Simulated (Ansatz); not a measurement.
# Mg6CoBi (Amm2) in Ansatz: equation of state, part 2 of 2

Ansatz 0.2.0. The steps go on from the part before.

## (3) Single point, PBE, collinear spin, ferromagnetic start, 20.28 Å³/atom (volume scaled by 0.96)

Input file input.yaml:

```yaml
crystal:
  lattice:
    - [4.7845530321, 0.0, 0.0]
    - [0.0, 3.1072313964, 5.4566594507]
    - [0.0, -3.1072313964, 5.4566594507]
  atoms:
    - { symbol: Bi, position: [0.5, 0.671088, 0.671088] }
    - { symbol: Co, position: [0.0, 0.864657, 0.864657], spin: 2.0 }
    - { symbol: Mg, position: [0.5, 0.169778, 0.169778] }
    - { symbol: Mg, position: [0.5, 0.675905, 0.142953] }
    - { symbol: Mg, position: [0.5, 0.142953, 0.675905] }
    - { symbol: Mg, position: [0.0, 0.332437, 0.332437] }
    - { symbol: Mg, position: [0.0, 0.837152, 0.30603] }
    - { symbol: Mg, position: [0.0, 0.30603, 0.837152] }
hamiltonian:
  xc: pbe
  pseudopotentials: { kind: paw }
magnetization:
  spin_polarized: true
kpoints:
  mp_grid: { grid: [6, 5, 5] }
scf:
  occupations: { method: fermi_dirac, width: 0.05 }
output:
  forces: true
  stress: true
  eigenvalues: true
```

Potentials or basis: Ansatz PAW.

On the command line:

```
$ ansatz run input.yaml --threads 4 --pin off --max-ram 10240MiB --backend cpu --events-out ev --progress --plain --runs-dir out
```

Wall time 11 s (4 threads of Intel Xeon 6975P-C (Granite Rapids), shared host); peak memory 0.86 GiB.

It converged, with:

| Item | Value |
| --- | --- |
| Free energy | -29064.7562 eV |
| Pressure | 2.7 GPa |
| Largest force | 0.087 eV/Å |
| Band gap on the k mesh | none (metal or under the smearing width) |
| Net moment | 0.91 μB per cell |
| Absolute moment | 1.41 μB per cell |
| Site moments | Bi -0.00; Co +1.07; Mg +0.01, -0.02, -0.01 μB |

Caveat: spin-orbit coupling is left out, which moves the levels of the heavy elements.

## (4) Single point, PBE, collinear spin, ferromagnetic start, 20.70 Å³/atom (volume scaled by 0.98)

Edit input.yaml of step 3 so:

```diff
@@ -2,5 +2,5 @@
   lattice:
-    - [4.7845530321, 0.0, 0.0]
-    - [0.0, 3.1072313964, 5.4566594507]
-    - [0.0, -3.1072313964, 5.4566594507]
+    - [4.8175509923, 0.0, 0.0]
+    - [0.0, 3.1286612556, 5.494292774]
+    - [0.0, -3.1286612556, 5.494292774]
   atoms:
```

On the command line:

```
$ ansatz run input.yaml --threads 4 --pin off --max-ram 10240MiB --backend cpu --events-out ev --progress --plain --runs-dir out
```

Wall time 11 s (4 threads of Intel Xeon 6975P-C (Granite Rapids), shared host); peak memory 0.88 GiB.

It converged, with:

```
Free energy            : -29064.8010 eV
Pressure               : 1.6 GPa
Largest force          : 0.065 eV/Å
Band gap on the k mesh : none (metal or under the smearing width)
Net moment             : 0.97 μB per cell
Absolute moment        : 1.50 μB per cell
Site moments           : Bi -0.00; Co +1.14; Mg +0.01, -0.02, -0.01 μB
```

Caveat: spin-orbit coupling is left out, which moves the levels of the heavy elements.

## (5) Single point, PBE, collinear spin, ferromagnetic start, 21.13 Å³/atom

Edit input.yaml of step 4 so:

```diff
@@ -2,5 +2,5 @@
   lattice:
-    - [4.8175509923, 0.0, 0.0]
-    - [0.0, 3.1286612556, 5.494292774]
-    - [0.0, -3.1286612556, 5.494292774]
+    - [4.850103, 0.0, 0.0]
+    - [0.0, 3.1498015, 5.5314175]
+    - [0.0, -3.1498015, 5.5314175]
   atoms:
@@ -27 +27,5 @@
   eigenvalues: true
+  write_density: true
+  write_potential: true
+  elf: true
+  volumetric_format: npy
```

Potentials or basis: Ansatz PAW.

On the command line:

```
$ ansatz run input.yaml --threads 4 --pin off --max-ram 10240MiB --backend cpu --events-out ev --progress --plain --runs-dir out
```

The program printed:

```text
Warning: RAYON_NUM_THREADS=4 ignored (pool sized by the plan → 4); use --threads N
Engine: ansatz 0.2.0, x86_64-unknown-linux-gnu
[... 90 lines left out ...]
  k-point 2 ↑: bands = ["-86.8352", "-68.0090", "-67.9214", "-67.9202", "-67.7808", "-67.7795", "-67.6641", "-50.2386", "-50.1511", "-50.0375", "-34.7784", "-34.7630", "-34.7538", "-34.6944", "-34.6936", "-34.6856", "-34.6714", "-34.6510", "-34.6480", "-34.5679", "-34.5646", "-34.5401", "-34.5249", "-34.5043", "-34.5032", "-34.4278", "-34.4271", "-34.3938", "-14.6350", "-14.6326", "-14.6260", "-14.6241", "-14.6190", "-3.1736", "1.7684", "3.5842", "3.6406", "5.7249", "5.9918", "6.3128", "6.4672", "6.5913", "6.6961", "6.9992", "7.6630", "7.9226", "8.2812", "8.7521", "9.6898", "9.9255", "9.9663", "10.3298", "10.3588", "11.0719", "11.5802", "12.9333", "13.3665"]
  k-point 35 ↓: bands = ["-85.4669", "-68.0058", "-67.9237", "-67.9222", "-67.7857", "-67.7841", "-67.6687", "-48.8175", "-48.8060", "-48.7852", "-34.7761", "-34.7594", "-34.7491", "-34.6988", "-34.6965", "-34.6881", "-34.6697", "-34.6544", "-34.6508", "-34.5711", "-34.5666", "-34.5462", "-34.5258", "-34.5143", "-34.5123", "-34.4333", "-34.4288", "-34.4022", "-14.6313", "-14.6296", "-14.6250", "-14.6230", "-14.6202", "-2.9424", "3.1559", "3.2500", "3.6798", "3.8667", "4.6388", "6.1670", "6.9852", "7.1418", "7.3982", "7.4518", "7.5061", "8.4474", "8.6085", "8.9580", "9.4043", "10.3661", "11.1375", "11.5943", "12.0970", "12.2873", "12.8472", "12.8988", "13.1892"]
```

rho_z.tsv:

```text
# z_ang	rho[e/angstrom^3]	rho_spin[e/angstrom^3]
# format = ansatz-planar-average/11
# lattice	4.850103000	0.000000000	0.000000000
# lattice	0.000000000	3.149801500	5.531417500
# lattice	0.000000000	-3.149801500	5.531417500
# sites	8
# site	83	2.425051500	0.000000000	7.424135814
# site	27	0.000000000	0.000000000	9.565557723
# site	12	2.425051500	0.000000000	1.878226001
# site	12	2.425051500	1.678693009	4.529445471
# site	12	2.425051500	-1.678693009	4.529445471
# site	12	0.000000000	0.000000000	3.677695679
# site	12	0.000000000	1.672928872	6.323416920
# site	12	0.000000000	-1.672928872	6.323416920
0.000000	1.512899e-1	1.657435e-3
0.141452	1.407408e-1	-1.655831e-4
0.282905	1.616846e-1	-1.169290e-3
0.424357	2.384745e-1	-1.701641e-3
0.565810	3.938359e-1	-1.944703e-3
0.707262	6.091463e-1	-1.994597e-3
[... 37 lines left out ...]
6.082457	2.624136e-1	9.726213e-3
6.223909	1.871862e-1	4.700728e-3
```

Wall time 13 s (4 threads of Intel Xeon 6975P-C (Granite Rapids), shared host); peak memory 0.91 GiB.

Results:

```
Free energy            : -29064.8245 eV
Pressure               : 0.6 GPa
Largest force          : 0.082 eV/Å
Band gap on the k mesh : none (metal or under the smearing width)
Net moment             : 1.04 μB per cell
Absolute moment        : 1.59 μB per cell
Site moments           : Bi -0.00; Co +1.21; Mg +0.01, -0.02, -0.01 μB
```

Caveat: spin-orbit coupling is left out, which moves the levels of the heavy elements.

## (6) Single point, PBE, collinear spin, ferromagnetic start, 21.55 Å³/atom (volume scaled by 1.02)

Edit input.yaml of step 5 so:

```diff
@@ -2,5 +2,5 @@
   lattice:
-    - [4.850103, 0.0, 0.0]
-    - [0.0, 3.1498015, 5.5314175]
-    - [0.0, -3.1498015, 5.5314175]
+    - [4.8822238235, 0.0, 0.0]
+    - [0.0, 3.1706617205, 5.5680504716]
+    - [0.0, -3.1706617205, 5.5680504716]
   atoms:
```

Potentials or basis: Ansatz PAW.

On the command line:

```
$ ansatz run input.yaml --threads 4 --pin off --max-ram 10240MiB --backend cpu --events-out ev --progress --plain --runs-dir out
```

Wall time 13 s (4 threads of Intel Xeon 6975P-C (Granite Rapids), shared host); peak memory 0.89 GiB.

Results (log left out):

* Free energy: -29064.8285 eV
* Pressure: -0.2 GPa
* Largest force: 0.133 eV/Å
* Band gap on the k mesh: none (metal or under the smearing width)
* Net moment: 1.10 μB per cell
* Absolute moment: 1.66 μB per cell
* Site moments: Bi -0.00; Co +1.27; Mg +0.01, -0.02, -0.01 μB

Caveat: spin-orbit coupling is left out, which moves the levels of the heavy elements.

## (7) Single point, PBE, collinear spin, ferromagnetic start, 21.97 Å³/atom (volume scaled by 1.04)

Edit input.yaml of step 6 so:

```diff
@@ -2,5 +2,5 @@
   lattice:
-    - [4.8822238235, 0.0, 0.0]
-    - [0.0, 3.1706617205, 5.5680504716]
-    - [0.0, -3.1706617205, 5.5680504716]
+    - [4.9139274639, 0.0, 0.0]
+    - [0.0, 3.1912510099, 5.6042076566]
+    - [0.0, -3.1912510099, 5.6042076566]
   atoms:
@@ -27,5 +27 @@
   eigenvalues: true
-  write_density: true
-  write_potential: true
-  elf: true
-  volumetric_format: npy
```

On the command line:

```
$ ansatz run input.yaml --threads 4 --pin off --max-ram 10240MiB --backend cpu --events-out ev --progress --plain --runs-dir out
```

Run time: 11 s. Hardware: 4 threads of Intel Xeon 6975P-C (Granite Rapids), shared host; peak memory 0.9 GiB.

The run converged. Its results:

* Free energy: -29064.8151 eV
* Pressure: -1.0 GPa
* Largest force: 0.180 eV/Å
* Band gap on the k mesh: none (metal or under the smearing width)
* Net moment: 1.16 μB per cell
* Absolute moment: 1.73 μB per cell
* Site moments: Bi -0.00; Co +1.33; Mg +0.01, -0.02, -0.01 μB

Caveat: spin-orbit coupling is left out, which moves the levels of the heavy elements.

## (8) Single point, PBE, collinear spin, ferromagnetic start, 22.39 Å³/atom (volume scaled by 1.06)

Edit input.yaml of step 7 so:

```diff
@@ -2,5 +2,5 @@
   lattice:
-    - [4.9139274639, 0.0, 0.0]
-    - [0.0, 3.1912510099, 5.6042076566]
-    - [0.0, -3.1912510099, 5.6042076566]
+    - [4.9452272089, 0.0, 0.0]
+    - [0.0, 3.2115779975, 5.6399042092]
+    - [0.0, -3.2115779975, 5.6399042092]
   atoms:
@@ -27 +27,5 @@
   eigenvalues: true
+  write_density: true
+  write_potential: true
+  elf: true
+  volumetric_format: npy
```

On the command line:

```
$ ansatz run input.yaml --threads 4 --pin off --max-ram 10240MiB --backend cpu --events-out ev --progress --plain --runs-dir out
```

It took 14 s on 4 threads of Intel Xeon 6975P-C (Granite Rapids), shared host; peak memory 0.93 GiB.

Results (log left out):

```yaml
Free_energy: -29064.7858 eV
Pressure: -1.7 GPa
Largest_force: 0.223 eV/Å
Band_gap_on_the_k_mesh: none (metal or under the smearing width)
Net_moment: 1.21 μB per cell
Absolute_moment: 1.79 μB per cell
Site_moments: Bi -0.00; Co +1.38; Mg +0.01, -0.02, -0.01 μB
```

Caveat: spin-orbit coupling is left out, which moves the levels of the heavy elements.

## (9) Equation of state, PBE, collinear spin, ferromagnetic start

Potentials or basis: Ansatz PAW.

This step only gathers the single runs of the series.

Results:

```
Equilibrium volume                        : 21.43 Å³/atom
Bulk modulus at fixed shape and positions : 43 GPa
Pressure derivative of the bulk modulus   : 4.0
```

Energy against volume, from the lowest point:
| volume (Å³/atom) | energy (meV/atom) |
| --- | --- |
| 19.858 | 17.59 |
| 20.281 | 9.04 |
| 20.703 | 3.44 |
| 21.126 | 0.51 |
| 21.548 | 0.00 |
| 21.971 | 1.68 |
| 22.393 | 5.35 |

Caveat: the cell was scaled at fixed shape and fractional positions, which overstates the stiffness of a crystal with free parameters, most of all of layers and chains; spin-orbit coupling is left out, which moves the levels of the heavy elements.
